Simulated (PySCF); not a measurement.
# H2S2Tl (Tl(SH)2+): the cost of one run

Program: PySCF 2.14.0. Level of theory: several levels, as the steps say, no spin–orbit coupling. These are calculated values, not measurements.

3 further runs of the same task are left out: 2 for a known fault of the program, 1 that didn't finish.

## Step 1: The starting structure

5 atoms, charge 1, spin multiplicity 1.

Bond lengths: Tl1–S2 2.415 Å, Tl1–S4 2.415 Å, S2–H3 1.371 Å, S4–H5 1.371 Å. Angles: S2–Tl1–S4 177.0°, Tl1–S2–H3 91.6°, Tl1–S4–H5 91.6°.

Coordinates:

```xyz
5
H2S2Tl
Tl   -0.24463    0.00000    0.00000
S    -0.30787    0.07752    2.41333
H     0.67170    1.03667    2.44640
S    -0.30787   -0.07752   -2.41333
H     0.67170   -1.03667   -2.44640
```

Formal oxidation states: Tl +3. An earlier session relaxed this geometry at PBE, Tl def2-SVP with ECP60, S def2-SVP, H def2-SVP (singlet, point group C1).

At PBE on the finer grid: E = -969.297952 Eh, HOMO -11.81 eV, LUMO -9.43 eV, Mulliken charge on Tl1 +0.57 e, largest force component 0.002 eV/Å. 

Levels to run: revPBE; HF; B3LYP; BLYP; PBE, TZVP; PBE, x2c-SVP. Hardware: 2 threads of AMD EPYC 7B13 (Zen 3), shared host.

## Step 2: revPBE

The input, run.py (the lines that set the calculation):

```python
mol = gto.M(atom='''
Tl    -0.24463     0.00000     0.00000
S     -0.30787     0.07752     2.41333
H      0.67170     1.03667     2.44640
S     -0.30787    -0.07752    -2.41333
H      0.67170    -1.03667    -2.44640''',
    basis={'Tl': 'def2-SVP', 'S': 'def2-SVP', 'H': 'def2-SVP'},
    ecp={'Tl': 'def2-SVP'},
    charge=1, spin=0)
mf = dft.RKS(mol, xc='PBE_R,PBE')
mf.grids.atom_grid = (75, 302)
mf = mf.density_fit()  # fitting sets: Tl def2-universal-JKFIT, S def2-universal-JKFIT, H def2-universal-JKFIT
mf.conv_tol = 1e-08; mf.max_cycle = 55
mf.kernel(dm0)  # dm0: the density of the relaxed state
```

Run with:

```
> OMP_NUM_THREADS=2 python run.py
```

**Question.** How long does this run take on 2 threads of AMD EPYC 7B13 (Zen 3), shared host?

About 2.8 s.
